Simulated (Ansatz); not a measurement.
**HPbNO4 in Ansatz: the effect of functional**

HPbNO4:

```xyz
7
Lattice="3.8571 0.0018 -0.0366 0.1735 4.3344 -0.0165 0.7580 0.8387 5.8766" Properties=species:S:1:pos:R:3 pbc="T T T"
H     2.6784    4.0493    1.1289
Pb    3.2640    2.7055    5.3570
N     3.1776    1.4531    2.9117
O     1.3252    2.6900    4.5562
O     2.9731    4.6255    2.8902
O     2.3661    4.0462    0.1903
O     3.3249    2.1006    1.8421
```

The cell was built by a generator and needn't be a form met in nature.

Alike in all runs:

- Program: Ansatz 0.2.0
- Task: band structure
- Potentials or basis: all-electron LAPW, scalar-relativistic
- Basis error allowed: 0.002 eV/atom
- k mesh: 5 × 4 × 4
- Occupations: fermi-dirac, width 0.05 eV
- Spin: no spin polarisation

```csv
functional,cutoff,pressure (GPa),largest force (eV/Å)
LDA,768 eV (chosen from the basis error),-6.2,0.86
BLYP,767 eV (chosen from the basis error),2.9,0.44
revPBE,763 eV (chosen from the basis error),?,?
PBE,764 eV (chosen from the basis error),0.0,0.08
```

What does the run with functional revPBE give?

Pressure 2.0 GPa; largest force 0.17 eV/Å.
